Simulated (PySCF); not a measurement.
**A diatomic session: HgC**

One job finds the state of HgC, follows it along the bond with each method and fits the curves.

Program: PySCF 2.14.0. Level of theory: Hg def2-SVP with ECP60, C def2-SVP, scalar-relativistic core potentials. These are calculated values, not measurements.

## (1) Input

A driver script around PySCF takes these settings:

| Quantity | Value |
| --- | --- |
| atoms | Hg, C |
| charge | 0 |
| basis | Hg def2-SVP with ECP60, C def2-SVP |
| Hamiltonian | scalar-relativistic core potentials |
| basis functions | 46 |
| electrons treated | 26 |
| masses in u | 201.9706, 12.0000 |
| levels | PBE0, PBE, r²SCAN, M06-L, BLYP, B2PLYP, CAM-B3LYP, HF, MP2, SCS-MP2 |
| grid | 80 radial by 434 angular points |
| occupations | held fixed by the projection of orbital angular momentum |
| dissociation limit | Hg + C, each in its ground configuration |
| starting distance in angstrom | 2.085 |
| values of 2S to try | 0, 2 |

Started as:

```
OMP_NUM_THREADS=1 python dia.py task.json out
```

Further steps of the session: First curve: PBE0; Excited determinants; PBE (GGA); r²SCAN (meta-GGA); M06-L (meta-GGA); BLYP (GGA); B2PLYP (double hybrid); CAM-B3LYP (range-separated hybrid); ROHF (mean field).

What does the calculation give? Wanted: for each run, Re; ωe; De; μ.

As calculated:

Lowest PBE0 solution found, without spin–orbit coupling: ³Σ⁻ (triplet), unpaired electrons π ↑↑. State 2 has its PBE0 minimum 0.44 eV higher, as a spin-mixed determinant (⟨S²⟩ = 1.00), so this is no gap between pure states. The other levels ran on the lowest alone.

```
       level  Re (Å)  ωe (cm⁻¹)  De (eV)  μ (D)
    ROHF-MP2   2.212      272.8    0.307    n/a
ROHF-SCS-MP2   2.299      204.8    0.175    n/a
         PBE   2.149        393     0.95  -2.48
        BLYP   2.207        340     0.68  -2.25
      r²SCAN   2.167        377     0.85  -2.49
       M06-L   2.218        337     0.79  -2.71
        PBE0   2.189        353     0.69  -2.55
   CAM-B3LYP   2.239      298.7    0.455  -2.28
      B2PLYP   2.240      299.7    0.421  -2.22
```

De is counted to Hg + C in their ground configurations. A positive dipole means Hg(−)C(+). No constants: ROHF (no minimum is bracketed among the points kept).

**Reading.** Bond lengths run from 2.149 Å (PBE) to 2.299 Å (ROHF-SCS-MP2). Among the levels with a De in the table, it runs from 0.175 eV (ROHF-SCS-MP2) to 0.95 eV (PBE).

Correlated steps freeze 1 core orbital. These are scalar-relativistic numbers at best; spin–orbit coupling would shift them, the dissociation energy most. B2PLYP dipoles, levels and charges come from its SCF part alone. With spin–orbit coupling the term label itself may not hold.
